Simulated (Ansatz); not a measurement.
# CrH2O4: one species, many methods

One table from this session's results is given with a row withheld; the runs are named, their logs left out.

Program: Ansatz 0.2.0, Gaussian basis. Level of theory: functionals in def2-TZVPP, the program's frozen cores in correlated methods. These are calculated values, not measurements.

Plan: LDA (SPW92), PBE-D4, revPBE-D4, BLYP-D4, r2SCAN-D4, B97M-V, PBE0-D4, B3LYP-D4, r2SCANh-D4, r2SCAN0-D4, HSE06-D4, BHLYP-D4, CAM-B3LYP-D4, LC-ωPBE, ωB97X-V, ωB97M-V, B2PLYP, PBE-QIDH; CCSD(T)/def2-SVP; CCSD(T)/def2-TZVPP; MP2/def2-QZVPP; extrapolation to the limit; RPA on PBE.

## Structure used throughout

All runs share one geometry, relaxed beforehand with PBE0-D4 in a triple-zeta def2 set.

SMILES `[O]=[Cr](=[O])([OH])[OH]`, 7 atoms, charge 0, spin multiplicity 1.

Atoms are counted from 1 here; the program's logs count them from 0.

Bond lengths: O1–Cr2 1.545 Å, Cr2–O3 1.545 Å, Cr2–O4 1.743 Å, Cr2–O5 1.743 Å, O4–H6 0.964 Å, O5–H7 0.964 Å. Angles: O1–Cr2–O3 111.3°, O1–Cr2–O4 110.0°, O1–Cr2–O5 107.8°, O3–Cr2–O4 107.8°, O3–Cr2–O5 110.0°, O4–Cr2–O5 109.8°, Cr2–O4–H6 115.0°, Cr2–O5–H7 115.0°.

The first run:

in.yaml

```yaml
crystal:
  periodic: [false, false, false]
  atoms:
    - {symbol: O, position_ang: [-0.764250, -1.620980, -0.056157]}
    - {symbol: Cr, position_ang: [0.100693, -0.353985, 0.127824]}
    - {symbol: O, position_ang: [1.386550, -0.662882, 0.926828]}
    - {symbol: O, position_ang: [-0.794433, 0.857312, 1.005065]}
    - {symbol: O, position_ang: [0.512104, 0.245727, -1.456200]}
    - {symbol: H, position_ang: [-1.753269, 0.792407, 0.924851]}
    - {symbol: H, position_ang: [1.373805, 0.674301, -1.517911]}
basis:
  gaussian: {orbitals: def2-TZVPP}
hamiltonian: {xc: lda}
output: {orbitals: {seedname: orbitals}}
```

Launch:

```console
> ansatz run in.yaml --threads 4 --pin off --events-out ev --progress --plain --max-ram 10444MiB
```

Steps of the session up to this table: LDA; PBE-D4 (GGA); revPBE-D4 (GGA); BLYP-D4 (GGA); r2SCAN-D4 (meta-GGA); B97M-V (meta-GGA); B3LYP-D4 (hybrid); r2SCANh-D4 (hybrid); r2SCAN0-D4 (hybrid); HSE06-D4 (hybrid); BHLYP-D4 (hybrid); CAM-B3LYP-D4 (range-separated); LC-ωPBE (range-separated); ωB97X-V (range-separated); ωB97M-V (range-separated); B2PLYP (double hybrid); PBE-QIDH (double hybrid).

One table of the session follows, with a row left open; its other results are not shown here.

It belongs to the step «Frontier levels by functional». 

| functional | HOMO (eV) | LUMO (eV) | gap (eV) |
| --- | --- | --- | --- |
| LDA (SPW92) | -8.10 | -4.71 | 3.39 |
| PBE-D4 | -7.87 | -4.44 | 3.43 |
| revPBE-D4 | -7.78 | -4.35 | 3.44 |
| BLYP-D4 | -7.79 | -4.40 | 3.39 |
| r2SCAN-D4 | -8.26 | -4.55 | 3.71 |
| B97M-V | -8.36 | -4.56 | 3.80 |
| PBE0-D4 | ? | ? | ? |
| B3LYP-D4 | -9.31 | -4.01 | 5.30 |
| r2SCANh-D4 | -8.90 | -4.26 | 4.63 |
| r2SCAN0-D4 | -9.85 | -3.80 | 6.05 |
| HSE06-D4 | -9.15 | -4.12 | 5.03 |
| BHLYP-D4 | -11.17 | -2.85 | 8.32 |
| CAM-B3LYP-D4 | -11.03 | -2.69 | 8.34 |
| LC-ωPBE | -12.30 | -1.49 | 10.81 |
| ωB97X-V | -11.97 | -1.51 | 10.45 |
| ωB97M-V | -11.91 | -1.50 | 10.41 |

Q: Estimate the row for PBE0-D4 from the others.

As computed: HOMO (eV): -9.56; LUMO (eV): -3.74; gap (eV): 5.83. In the column «HOMO (eV)» it lies between r2SCAN0-D4 (-9.85) and B3LYP-D4 (-9.31).
